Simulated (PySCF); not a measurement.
# 2,6-dimethyl-4-pyrone (C7H8O2): geometry, NMR shifts, spin-spin couplings, electronic excitations and core binding energies

Aim: predict the NMR shifts, spin-spin couplings, electronic excitations and core binding energies of 2,6-dimethyl-4-pyrone (C7H8O2) (`Cc1cc(=O)cc(C)o1`).

Computed with PySCF 2.14.0, with density-fitted response routines of our own, on a single molecule in the gas phase. Atoms count from 0, in the outputs and in this text.

### Step 1. The molecule as given

17 atoms, charge 0, multiplicity 1; geometry from: GFN2-xTB.

Bonds of the start (Å): C0–C1 1.49, C1–C2 1.34, C2–C3 1.46, C3–O4 1.22, C3–C5 1.46, C5–C6 1.34, C6–C7 1.49, C6–O8 1.35, O8–C1 1.35, C0–H9 1.09, C0–H10 1.09, C0–H11 1.08, C2–H12 1.08, C5–H13 1.08, C7–H14 1.09, C7–H15 1.08, C7–H16 1.09.

### Step 2. Geometry optimisation at PBE0-D3(BJ)/def2-SVP

The job: settings as JSON, then the geometry in Å.

```
{"job": {"xc": "PBE0", "basis": "def2-SVP", "d3": "d3bj", "grid": 1, "kind": "geom"}, "charge": 0, "multiplicity": 1}
C     -2.154192    -1.370696     0.383426
C     -1.125739    -0.329608     0.078553
C     -1.390486     0.924574    -0.324963
C     -0.323389     1.881907    -0.603659
O     -0.520174     3.028127    -0.970857
C      1.005495     1.313749    -0.393829
C      1.174242     0.044097     0.012630
C      2.494430    -0.614459     0.252241
O      0.134855    -0.786950     0.251396
H     -2.048415    -1.705947     1.414013
H     -2.009015    -2.235351    -0.262440
H     -3.152585    -0.973552     0.234733
H     -2.408593     1.254119    -0.451960
H      1.858145     1.947329    -0.574586
H      2.597744    -1.485107    -0.393384
H      3.305567     0.078025     0.055252
H      2.555113    -0.958226     1.283526
```

**Question.** This job is followed by: GIAO PBE0/pcSseg-1 NMR shielding, non-relativistic, gas phase; B3LYP/pcJ-1 indirect spin-spin coupling, non-relativistic, gas phase; TDDFT wB97X-D/def2-SVPD, vertical, gas phase, core orbitals frozen in the response; GIAO CAM-B3LYP/pcSseg-1 NMR shielding, non-relativistic, gas phase; delta-SCF UKS SCAN, pcX-2 on the ionised atom, pcseg-1 elsewhere, spin-free X2C. What will the session give for the following? point group; rotational constants (main isotopes); 13C shifts against TMS (PBE0/pcSseg-1, means over atoms taken as alike); 1H shifts against TMS (PBE0/pcSseg-1, means over atoms taken as alike); 17O shifts against H2O (PBE0/pcSseg-1); largest coupling of the table (B3LYP/pcJ-1); lowest singlet (wB97X-D/def2-SVPD); brightest single state of those computed; lowest triplet; vertical ionisation energy (ΔSCF); C1s binding energies, SCAN/pcX-2; O1s binding energies, SCAN/pcX-2; range of the shift of C3.

As calculated:

| quantity | value |
| --- | --- |
| point group | C2v |
| rotational constants (main isotopes) | 1.98, 1.78, 0.95 GHz |
| 13C shifts against TMS (PBE0/pcSseg-1, means over atoms taken as alike) | 176.6, 167.4, 121.0, 21.6 ppm |
| 1H shifts against TMS (PBE0/pcSseg-1, means over atoms taken as alike) | 5.90, 2.14 ppm |
| 17O shifts against H2O (PBE0/pcSseg-1) | 541.0, 246.9 ppm |
| largest coupling of the table (B3LYP/pcJ-1) | 1J(C,H) C2–H12, 174.2 Hz |
| lowest singlet (wB97X-D/def2-SVPD) | 4.27 eV (290 nm), f = 0.000 |
| brightest single state of those computed | state 8, 7.41 eV, f = 0.676 |
| lowest triplet | 3.86 eV |
| vertical ionisation energy (ΔSCF) | 8.86 eV |
| C1s binding energies, SCAN/pcX-2 | C1 292.63, C3 292.52, C0 291.47, C2 290.27 eV |
| O1s binding energies, SCAN/pcX-2 | O8 540.07, O4 536.10 eV |
| range of the shift of C3 | 176.6 to 182.6 ppm |

**Reading.** The optimisation took 4 steps and gained 0.034 eV; among the close pairs (by a distance rule), C5–H13 changed most, from 1.078 to 1.091 Å. No frequency check was run at this level, so the end point may be a saddle. At PBE0/pcSseg-1: Shielding is most anisotropic at O4 (span 1051 ppm, paramagnetic term -605 ppm). In the run at B3LYP/pcJ-1, the largest coupling of the table is C2–H12 (mean over like pairs), 174.2 Hz, of which the Fermi-contact term gives 173.1 Hz. The lowest singlet, at 4.27 eV, is HOMO→LUMO 0.95 and is dark; of the 10 states computed, the strongest absorption comes from state 8 at 7.41 eV. The lowest triplet lies 0.41 eV below the lowest singlet (triplets in Tamm-Dancoff, singlets in full TDDFT). The orbital energy would give 8.88 eV for ionisation, ΔSCF gives 8.86 eV. The C1s levels kept as sound span 2.36 eV, from C2 (aromatic CH) up to C1 (substituted aromatic carbon next to the ring oxygen). O8 (aromatic ring oxygen) binds its O1s electron 3.97 eV more tightly than O4 (carbonyl oxygen). Across the 2 runs the shift of C3 moves most, between 176.6 (PBE0/pcSseg-1) and 182.6 ppm (CAM-B3LYP/pcSseg-1).
